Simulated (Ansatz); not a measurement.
# CH5AlGeO: up Jacob's ladder to CCSD(T)

How much do the methods differ for CH5AlGeO? The plan is to run it at one geometry with functionals of several rungs and with coupled cluster, and see how far each lands from CCSD(T) at the basis-set limit for the atomisation energy.

Computed with Ansatz 0.2.0, Gaussian basis. Level: functionals in def2-TZVPP, the program's frozen cores in correlated methods.

Plan: PBE-D4, r2SCAN-D4, PBE0-D4, B3LYP-D4, ωB97X-V, ωB97M-V, B2PLYP; CCSD(T)/def2-TZVPP; MP2/def2-QZVPP; extrapolation to the limit.

## 1. Structure used throughout

All runs share one geometry, relaxed beforehand with PBE0-D4 in a triple-zeta def2 set.

9 atoms, charge 0, spin multiplicity 1.

Atoms are counted from 1 here; the program's logs count them from 0.

Bond lengths: C1–O2 1.474 Å, C1–Al4 1.926 Å, C1–H5 1.090 Å, C1–H6 1.090 Å, O2–Ge3 1.928 Å, Ge3–Al4 2.387 Å, Ge3–H7 1.547 Å, Ge3–H8 1.543 Å, Al4–H9 1.579 Å. Angles: O2–C1–Al4 70.3°, O2–C1–H5 112.3°, O2–C1–H6 107.8°, Al4–C1–H5 126.2°, Al4–C1–H6 119.2°, H5–C1–H6 110.9°, C1–O2–Ge3 108.6°, O2–Ge3–Al4 53.7°, O2–Ge3–H7 105.1°, O2–Ge3–H8 102.1°, Al4–Ge3–H7 125.4°, Al4–Ge3–H8 125.3°, H7–Ge3–H8 107.2°, C1–Al4–Ge3 79.3°, C1–Al4–H9 135.8° and more.

## 2. PBE-D4 (GGA)

in.yaml reads:

```yaml
crystal:
  periodic: [false, false, false]
  atoms:
    - {symbol: C, position_ang: [0.012540, 1.253570, -0.382685]}
    - {symbol: O, position_ang: [-0.486766, -0.089386, -0.729721]}
    - {symbol: Ge, position_ang: [0.614765, -1.402300, 0.154163]}
    - {symbol: Al, position_ang: [-0.602610, 0.359366, 1.208483]}
    - {symbol: H, position_ang: [1.051585, 1.398512, -0.678039]}
    - {symbol: H, position_ang: [-0.635160, 1.984408, -0.866107]}
    - {symbol: H, position_ang: [2.010652, -1.261139, -0.496878]}
    - {symbol: H, position_ang: [0.008097, -2.726938, -0.352474]}
    - {symbol: H, position_ang: [-1.884602, 0.437707, 2.126259]}
basis:
  gaussian: {orbitals: def2-TZVPP}
hamiltonian: {xc: pbe, dispersion: d4}
output: {forces: true, orbitals: {seedname: orbitals}}
```

Run with:

```console
$ ansatz run in.yaml --threads 4 --pin off --events-out ev --progress --plain --max-ram 10444MiB
```

After this run come: r2SCAN-D4 (meta-GGA); PBE0-D4 (hybrid); B3LYP-D4 (hybrid); ωB97X-V (range-separated); ωB97M-V (range-separated); B2PLYP (double hybrid); CCSD(T) in def2-TZVPP; MP2 in def2-QZVPP.

Q: Predict the results of all the runs planned. Wanted: atomisation energy, CCSD(T)/CBS; farthest; mean size of error, hybrid; mean size of error, range-separated; gap, smallest and largest; T1 diagnostic; triples share of the correlation energy.

**Answer**, as computed:

| quantity | value |
| --- | --- |
| atomisation energy, CCSD(T)/CBS | 2816.8 kJ/mol |
| functionals within 28.2 kJ/mol (1.0 %) | PBE-D4, r2SCAN-D4, ωB97X-V, ωB97M-V |
| farthest | B2PLYP (-55.1 kJ/mol) |
| mean size of error, hybrid | 32.3 kJ/mol |
| mean size of error, range-separated | 9.7 kJ/mol |
| gap, smallest and largest | 3.81 eV (PBE-D4), 9.86 eV (ωB97X-V) |
| T1 diagnostic | 0.0147 |
| triples share of the correlation energy | 4.0 % |

In words: PBE-D4 is off by +27.5 kJ/mol. Double hybrids carry the basis error of their MP2 part in triple zeta, and no dispersion term here, so their miss is partly the set-up's. The reference freezes the cores and leaves out relativity and excitations past (T), and its outer-core shells are covered unevenly, so misses under about 28.2 kJ/mol can't be ranked. Hartree-Fock recovers 69 % of the binding; the rest is correlation. The gap grows from 3.8 to 9.9 eV across the functionals, mostly with the share of exact exchange. Correlated methods include outer-core shells of Ge, which these sets cover unevenly.
